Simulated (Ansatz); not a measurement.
# MgS: the cost of one run

Program: Ansatz 0.2.0. Level of theory: DFT PBEsol, frozen-core PAW, scalar-relativistic unless said. These are calculated values, not measurements.

**1. Starting point**

It takes space group Fm-3m (No. 225, cubic). Conventional cell: a = 5.203 Å, b = 5.203 Å, c = 5.203 Å, α = 90.00°, β = 90.00°, γ = 90.00°. Mg (site symmetry m-3m) has 6 S at 2.60 Å as nearest neighbours. S (site symmetry m-3m) is surrounded by 6 Mg at 2.60 Å.

Coordinates:

```cif
data_structure
_symmetry_space_group_name_H-M 'Fm-3m'
_symmetry_Int_Tables_number 225
_cell_length_a 5.2033
_cell_length_b 5.2033
_cell_length_c 5.2033
_cell_angle_alpha 90.000
_cell_angle_beta 90.000
_cell_angle_gamma 90.000
_cell_volume 140.88
loop_
_atom_site_label
_atom_site_type_symbol
_atom_site_symmetry_multiplicity
_atom_site_Wyckoff_symbol
_atom_site_fract_x
_atom_site_fract_y
_atom_site_fract_z
_atom_site_occupancy
Mg1 Mg 4 a 0.00000 0.00000 0.00000 1
S1 S 4 b 0.50000 0.00000 0.00000 1
```

Cartesian axes are those of the input's lattice vectors. The structure goes back to a database entry.

**2. Cell and atoms relaxed, PAW**

The input, input.yaml:

```yaml
crystal:
  lattice:
    - [0.0, 2.60165, 2.60165]
    - [2.60165, 0.0, 2.60165]
    - [2.60165, 2.60165, 0.0]
  atoms:
    - { symbol: Mg, position: [0.0, 0.0, 0.0] }
    - { symbol: S, position: [0.5, 0.5, 0.5] }
kpoints:
  mp_grid: { grid: [16, 16, 16] }
scf:
  occupations: { method: fermi_dirac, width: 0.08 }
hamiltonian:
  xc: pbesol
  pseudopotentials: { kind: paw }
relax:
  f_tol: 0.002
  max_steps: 80
  cell: {}
output:
  forces: true
  stress: true
```

On the command line:

```
$ ansatz run input.yaml --threads 1 --pin off --max-ram 3072MiB --backend cpu --events-out ev --progress --plain --runs-dir out
```

Q: Estimate wall time and peak memory on 1 thread of Intel Xeon Platinum 8488C (Sapphire Rapids), shared host.

About 7.5 s, with a peak of 0.4 GiB.
